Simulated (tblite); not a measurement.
# C7H13P: the cost of one run

Computed with tblite 0.8.0 and PySCF 2.14.0, with density-fitted response routines of our own, on a single molecule, in the gas phase or a continuum. Atoms count from 0, in the outputs and in this text.

### 1 Starting geometry

21 atoms, charge 0, multiplicity 1; geometry from: force field or distance geometry start.

Bonds of the start (Å): C0–P1 1.63, P1–C2 1.81, C2–C3 1.49, C3–C4 1.49, P1–C5 1.78, C5–C6 1.33, C6–C7 1.50, C6–P1 1.80, C0–H8 1.09, C0–H9 1.11, C2–H10 1.11, C2–H11 1.12, C3–H12 1.14, C3–H13 1.11, C4–H14 1.12, C4–H15 1.09, C4–H16 1.11, C5–H17 1.09, C7–H18 1.10, C7–H19 1.11, C7–H20 1.13.

### 2 Relaxing the molecule with GFN2-xTB

What the job is given:

```
{"job": {"kind": "relax", "xc": "GFN2-xTB", "basis": "xTB"}, "charge": 0, "multiplicity": 1}
C     -0.884700    -1.114300    -2.194300
P     -0.413400    -0.423500    -0.795600
C      0.887300    -1.230500     0.161300
C      1.684100    -0.333400     1.043000
C      2.403500     0.746700     0.305300
C     -0.660900     1.323000    -0.544100
C     -1.614700     0.612300     0.047200
C     -2.863400     0.592100     0.872700
H     -0.334200    -1.931300    -2.649100
H     -1.808900    -0.713200    -2.657700
H      0.517600    -2.114300     0.726600
H      1.602900    -1.657200    -0.589200
H      2.498100    -0.994400     1.478200
H      1.134200     0.024600     1.932200
H      3.377900     0.374000    -0.105400
H      1.799200     1.138700    -0.511100
H      2.649300     1.587800     0.987300
H     -0.289300     2.327500    -0.733800
H     -2.690500     0.396500     1.939400
H     -3.585700    -0.166400     0.491000
H     -3.417500     1.572200     0.795400
```

Run with:

```bash
> OMP_NUM_THREADS=1 python probes_run.py task.json out
```

This one command runs all jobs of the session in turn.

Q: Estimate the wall time and peak memory of this first job on 1 thread of Arm Neoverse V1, shared host.

About 1.2 s, with a peak of 0.18 GiB.
